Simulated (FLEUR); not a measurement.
The system is TaVN2.

```
CELL_PARAMETERS angstrom
3.04987 0.00000 0.00000
0.00000 3.04987 0.00000
0.00000 0.00000 4.29606
ATOMIC_POSITIONS crystal
Ta 0.00000 0.00000 0.00000
V 0.50000 0.50000 0.50000
N 0.50000 0.50000 0.00000
N 0.00000 0.00000 0.50000
```

The cell comes from a database or a generator and needn't be the stable form of this composition.

Base run:

- Program: FLEUR MaX-R8.1 (later development tree)
- Functional: PBEsol
- Potentials or basis: all-electron
- Basis: FLAPW
- Kmax: 5.07 1/bohr
- k mesh: 7 × 7 × 5
- Occupations: fermi-dirac, width 0.05 eV
- Spin: collinear spin, ferromagnetic start
- Starting moments: [0.0, 2.002, 0.0, 0.0] μB
- Hubbard terms: V d U = 5 eV

Its results: band gap on the k mesh none (metal or under the smearing width); net moment 2.49 μB per cell.

Question: The run is repeated on the same cell with these changes: hubbard terms from V d U = 5 eV to V d U = 0.0 eV. What comes out?

Answer: Band gap on the k mesh none (metal or under the smearing width); net moment 0.00 μB per cell.
